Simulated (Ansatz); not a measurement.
# HfZr3Se8: the cost of one run

Method: DFT PBE, scalar-relativistic, plane waves, PAW, unless a step names another level, in Ansatz 0.2.0.

## Step 1: The system as given

It takes space group P2/m (No. 10, monoclinic). The conventional cell has a = 6.567 Å, b = 7.584 Å, c = 6.918 Å, α = 90.00°, β = 90.01°, γ = 90.00°. Zr (site symmetry 2/m) has 6 Se at 2.70 to 2.71 Å in its first shell of neighbours. Around Zr (site symmetry 2) lie 6 Se at 2.70 to 2.71 Å. Around Hf (site symmetry 2/m) lie 6 Se at 2.69 Å. Se (site symmetry 1) has 1 Hf at 2.69 Å and 2 Zr at 2.71 Å in its first shell of neighbours. Around Se (site symmetry m) lie 3 Zr at 2.70 Å. Se (site symmetry m) has 1 Hf at 2.69 Å and 2 Zr at 2.71 Å in its first shell of neighbours.

Coordinates:

```xyz
12
Lattice="6.5669 0.0000 0.0000 0.0000 7.5840 0.0000 -0.0014 0.0000 6.9178" Properties=species:S:1:pos:R:3 pbc="T T T"
Zr    0.0000    3.7920    0.0000
Zr    3.2834    1.8949    0.0000
Zr    3.2834    5.6891    0.0000
Hf    0.0000    0.0000    0.0000
Se    1.0873    1.8837    1.5805
Se    1.0873    5.7004    1.5805
Se    4.3758    3.7920    1.5848
Se    4.3940    0.0000    1.5803
Se    2.1715    0.0000    5.3375
Se    2.1896    3.7920    5.3330
Se    5.4782    1.8837    5.3373
Se    5.4782    5.7004    5.3373
```

The cell was relaxed beforehand at this level, from a generated guess; it needn't be the stable form of this composition. At a tolerance of 0.02 Å it has space group P2/m (No. 10); it has 28.71 Å³/atom, an uncorrected energy of -1.36 eV/atom over the elements and, on its mesh, gap 0.42 eV.

## Step 2: Seeking the band edges over the whole zone

Input file input.yaml:

```yaml
crystal:
  lattice:
    - [6.5668512, 0.0, 0.0]
    - [0.0, 7.5840081, 0.0]
    - [-0.0014143, 0.0, 6.9177989]
  atoms:
    - { symbol: Zr, position: [0.0, 0.5, 0.0] }
    - { symbol: Zr, position: [0.5, 0.249856, 0.0] }
    - { symbol: Zr, position: [0.5, 0.750144, 0.0] }
    - { symbol: Hf, position: [0.0, 0.0, 0.0] }
    - { symbol: Se, position: [0.165618, 0.248372, 0.228474] }
    - { symbol: Se, position: [0.165618, 0.751628, 0.228474] }
    - { symbol: Se, position: [0.666396, 0.5, 0.229096] }
    - { symbol: Se, position: [0.669164, 0.0, 0.228435] }
    - { symbol: Se, position: [0.330836, 0.0, 0.771565] }
    - { symbol: Se, position: [0.333604, 0.5, 0.770904] }
    - { symbol: Se, position: [0.834382, 0.248372, 0.771526] }
    - { symbol: Se, position: [0.834382, 0.751628, 0.771526] }
basis:
  ecutwfc: 420
kpoints:
  mp_grid: { grid: [6, 6, 6] }
  band_path: { path: [VBM, CBM], npoints: 2 }
hamiltonian:
  xc: pbe
scf:
  occupations: { method: gaussian, width: 0.02 }
output:
  forces: false
  stress: false
  eigenvalues: true
checkpoint:
  read: start.run
  write: ck
  compress: false
  write_wavefunctions: false
  write_every: 100000
```

Launch:

```console
$ ansatz run input.yaml --threads 4 --pin off --max-ram 8192MiB --backend cpu --events-out ev --progress --plain --runs-dir out
```

**Question.** How long does this run take on 4 threads of Intel Xeon Platinum 8375C at 2.90GHz (Ice Lake), shared host, and how much memory does it need?

About 2.2 min, with a peak of 2.5 GiB.
